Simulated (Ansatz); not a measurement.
# FH4NO2Sn, SMILES [NH2][Sn]([OH])([OH])[F]: a rigid torsion scan

Run with Ansatz's Python interface.

`run_torsion.py`:
```python
"""Rigid torsion scan of FH4NO2Sn."""

import ansatz as az
from ase import Atoms

atoms = Atoms(["N", "Sn", "O", "O", "F", "H", "H", "H", "H"], positions=[
    (-0.806, 0.3914, -1.4439),
    (0.239, -0.1172, 0.1979),
    (1.0688, -1.8668, -0.1461),
    (-0.8826, -0.2408, 1.7656),
    (1.6119, 1.2152, 0.5249),
    (-1.2536, 1.3951, -1.2511),
    (-0.1472, 0.5643, -2.234),
    (1.6381, -2.0442, 0.6949),
    (-1.3799, 0.6566, 1.8747),
])

# start the scan from a relaxed geometry
first = az.Crystal.molecule_from_ase(atoms).calculation()
first = first.basis(gaussian="def2-SVP")
first = first.functional("PBE0")
first = first.relax(force_tolerance=0.02, max_steps=80)
atoms.positions = first.run(threads=1, backend="cpu").report["positions_ang"]

start = atoms.get_dihedral(0, 1, 3, 8)
energies = {}
for turn in range(0, 360, 40):
    turned = atoms.copy()
    turned.set_dihedral(0, 1, 3, 8, start + turn, indices=[3, 8])
    base = (
        az.Crystal.molecule_from_ase(turned).calculation()
        .basis(gaussian="def2-SVP")
        .functional("PBE0")
    )
    energies[round((start + turn) % 360)] = base.run(threads=1, backend="cpu").report["free_energy_ev"]
floor = min(energies.values())
print("dihedral N0-Sn1-O3-H8 (deg)   E - E(min) (kcal/mol)")
for angle, e in sorted(energies.items()):
    print(f"{angle:8d} {23.060548 * (e - floor):14.3f}  " + "#" * int(30 * (e - floor) / max(max(energies.values()) - floor, 1e-9)))
```

```console
$ python run_torsion.py
dihedral N0-Sn1-O3-H8 (deg)   E - E(min) (kcal/mol)
      28          0.697  ###########
      68          0.577  #########
     108          1.139  ##################
     148          1.399  #######################
     188          0.686  ###########
     228          0.000
     268          0.807  #############
     308          1.818  ##############################
     348          1.576  ##########################
```

Caveats:
- The scan is rigid and the energies are electronic, in a modest basis. With rigid groups the curve can differ much from the relaxed path, the start wasn't checked as a minimum of this torsion, and equivalent turns needn't return to the same energy.
- def2 sets replace the cores of elements past krypton by effective core potentials.
- Run time: 65 s on 1 thread of Intel(R) Xeon(R) 6975P-C (Granite Rapids), with other jobs on the host, peak memory 0.32 GiB.
